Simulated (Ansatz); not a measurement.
Runs of Ansatz 0.2.0 on Ge2Sb2Te5. Symmetry: Cm, No. 8, monoclinic system. The conventional cell has a = 13.678 Å, b = 6.132 Å, c = 9.672 Å, α = 90.00°, β = 134.93°, γ = 90.00°. Te (site symmetry m) has 2 Ge at 2.85 to 3.19 Å and 3 Sb at 3.07 to 3.14 Å as nearest neighbours. Te (site symmetry m) has 2 Sb at 2.95 to 3.20 Å and 3 Ge at 3.07 to 3.08 Å as nearest neighbours. Te (site symmetry m) has 3 Ge at 2.82 to 3.07 Å and 2 Sb at 3.14 to 3.19 Å as nearest neighbours. Around Te (site symmetry m) lie 2 Ge at 2.95 to 3.00 Å and 2 Sb at 3.02 to 3.06 Å. Around Te (site symmetry m) lie 3 Sb at 2.98 to 3.07 Å and 2 Ge at 3.05 to 3.20 Å. Sb (site symmetry m) has 6 Te at 2.95 to 3.19 Å as nearest neighbours. Sb (site symmetry m) has 6 Te at 2.98 to 3.20 Å as nearest neighbours. Ge (site symmetry m) has 6 Te at 2.82 to 3.19 Å as nearest neighbours. The cell comes from a database or a generator and needn't be the stable form of this composition.

```csv
task,level,cell,k mesh,smearing,points for each segment of the path,target pressure (GPa),gap on the mesh (eV),pressure (GPa),relaxed volume (Å³/atom),largest force (eV/Å)
single point,PBE,as given,4 × 4 × 3,fermi-dirac 0.05 eV,-,-,0.06,-0.1,-,(a)
relaxation of cell and atoms,BLYP+D4,relaxed,5 × 5 × 4,fermi-dirac 0.05 eV,-,-,0.25,0.0,31.82,0.01
band structure,PBE,as given,5 × 5 × 4,fermi-dirac 0.05 eV,10,-,0.26,-0.1,-,0.20
single point,PBE,as given,5 × 5 × 4,gaussian 0.015 eV,-,-,0.26,-0.1,-,0.20
relaxation of cell and atoms,PBE,relaxed to 10 GPa,4 × 4 × 3,fermi-dirac 0.05 eV,-,10,none,10.0,-,0.01
relaxation of cell and atoms,PBE,relaxed,5 × 5 × 4,fermi-dirac 0.05 eV,-,-,(b),0.0,32.24,0.01
single point,PBE,as given,5 × 5 × 4,gaussian 0.011 eV,-,-,0.26,-0.1,-,0.20
```

Alike in all rows: potentials or basis Ansatz PAW; no spin polarisation; cutoff (eV) 420.

Fill in the values left out.

(a) 0.16; (b) 0.23.

Caveats: spin-orbit coupling is left out, which moves the levels of the heavy elements (some runs); odd divisions of the mesh miss points on the zone boundary, where band edges often lie, so the gap on the mesh can be too wide (some runs); the plane-wave basis is chosen anew once the cell has moved, so the energies of steps on either side of that aren't comparable (some runs); the PAW data sets come from PBE, with cores solved anew for the run's functional, which leaves a small shift of forces and pressure (some runs); the k mesh misses the band edges, so the gap on the mesh is wider than the one along the path (some runs); the volume moved by over 15 % at a fixed basis, so the end points are rough (some runs).

A k mesh can miss the band edges, and the runs leave out spin-orbit coupling on Ge, Sb, Te.

A gap of «none» marks a metal or a gap under the smearing width.
